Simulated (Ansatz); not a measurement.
# C₂H₈GeO₂Si: one species, many methods

One table from this session's results is given with a row withheld; the runs are named, their logs left out.

The runs use Ansatz 0.2.0, Gaussian basis; functionals in def2-TZVPP, the program's frozen cores in correlated methods.

The runs, in order: PBE-D4, r2SCAN-D4, PBE0-D4, B3LYP-D4, ωB97X-V, ωB97M-V, B2PLYP; CCSD(T)/def2-TZVPP; MP2/def2-QZVPP; extrapolation to the limit.

## The relaxed structure

An earlier PBE0-D4 in a triple-zeta def2 set relaxation fixed the geometry.

SMILES `O[SiH2]/C=[CH]\[GeH2][OH]`, 14 atoms, charge 0, spin multiplicity 1.

Atoms are counted from 1 here; the program's logs count them from 0.

Bond lengths: O1–Si2 1.654 Å, O1–H7 0.957 Å, Si2–C3 1.850 Å, Si2–H8 1.491 Å, Si2–H9 1.488 Å, C3–C4 1.335 Å, C3–H10 1.092 Å, C4–Ge5 1.955 Å, C4–H11 1.091 Å, Ge5–O6 1.795 Å, Ge5–H12 1.529 Å, Ge5–H13 1.541 Å, O6–H14 0.959 Å. Angles: Si2–O1–H7 118.6°, O1–Si2–C3 105.4°, O1–Si2–H8 110.0°, O1–Si2–H9 111.2°, C3–Si2–H8 112.2°, C3–Si2–H9 110.3°, H8–Si2–H9 107.8°, Si2–C3–C4 124.3°, Si2–C3–H10 117.6°, C4–C3–H10 118.1°, C3–C4–Ge5 129.3°, C3–C4–H11 118.6°, Ge5–C4–H11 112.1°, C4–Ge5–O6 104.4°, C4–Ge5–H12 114.3°, C4–Ge5–H13 112.9°, O6–Ge5–H12 103.1°, O6–Ge5–H13 107.5° and more.

Set-up of the first run:

File in.yaml:

```yaml
crystal:
  periodic: [false, false, false]
  atoms:
    - {symbol: O, position_ang: [-0.945487, 0.684928, 1.507809]}
    - {symbol: Si, position_ang: [-0.647844, 1.909154, 0.436170]}
    - {symbol: C, position_ang: [-0.072625, 1.076211, -1.112490]}
    - {symbol: C, position_ang: [0.242500, -0.218186, -1.198043]}
    - {symbol: Ge, position_ang: [0.251058, -1.585859, 0.199210]}
    - {symbol: O, position_ang: [0.960129, -3.031221, -0.594280]}
    - {symbol: H, position_ang: [-0.763622, 0.833902, 2.435659]}
    - {symbol: H, position_ang: [0.379926, 2.835513, 0.991733]}
    - {symbol: H, position_ang: [-1.877774, 2.703021, 0.170406]}
    - {symbol: H, position_ang: [-0.008724, 1.682006, -2.018388]}
    - {symbol: H, position_ang: [0.548244, -0.618602, -2.166269]}
    - {symbol: H, position_ang: [-1.138623, -2.067629, 0.617703]}
    - {symbol: H, position_ang: [1.157430, -1.219703, 1.390802]}
    - {symbol: H, position_ang: [1.915421, -2.983536, -0.660013]}
basis:
  gaussian: {orbitals: def2-TZVPP}
hamiltonian: {xc: pbe, dispersion: d4}
output: {forces: true, orbitals: {seedname: orbitals}}
```

Launch:

```console
$ ansatz run in.yaml --threads 2 --pin off --events-out ev --progress --plain --max-ram 22528MiB --backend cuda --devices 0, --max-vram 18GiB
```

Among the steps run: PBE-D4 (GGA); r2SCAN-D4 (meta-GGA); PBE0-D4 (hybrid); B3LYP-D4 (hybrid); ωB97X-V (range-separated); ωB97M-V (range-separated); B2PLYP (double hybrid); CCSD(T) in def2-TZVPP; MP2 in def2-QZVPP.

One of the session's tables, all rows but one given; the rest of the session is left out.

| method | atomisation energy (kJ/mol) |
| --- | --- |
| PBE-D4 | 5138.3 |
| r2SCAN-D4 | 5090.4 |
| PBE0-D4 | 5049.4 |
| B3LYP-D4 | 5063.9 |
| ωB97X-V | 5099.3 |
| ωB97M-V | 5085.0 |
| B2PLYP | 5021.5 |
| HF/def2-TZVPP | ? |
| MP2/def2-TZVPP | 5055.1 |
| CCSD/def2-TZVPP | 4899.1 |
| CCSD(T)/def2-TZVPP | 4977.4 |
| MP2/CBS | 5184.7 |
| CCSD(T)/CBS | 5107.0 |

Q: Estimate the row for HF/def2-TZVPP from the others.

As computed: atomisation energy (kJ/mol): 3658.7. In the column «atomisation energy (kJ/mol)» it is the lowest.

To keep in mind: Free atoms (2 O, 1 Si, 2 C, 1 Ge, 8 H) were run apart at each level; the atomisation energy is their sum less the molecule, without zero-point or spin-orbit terms.
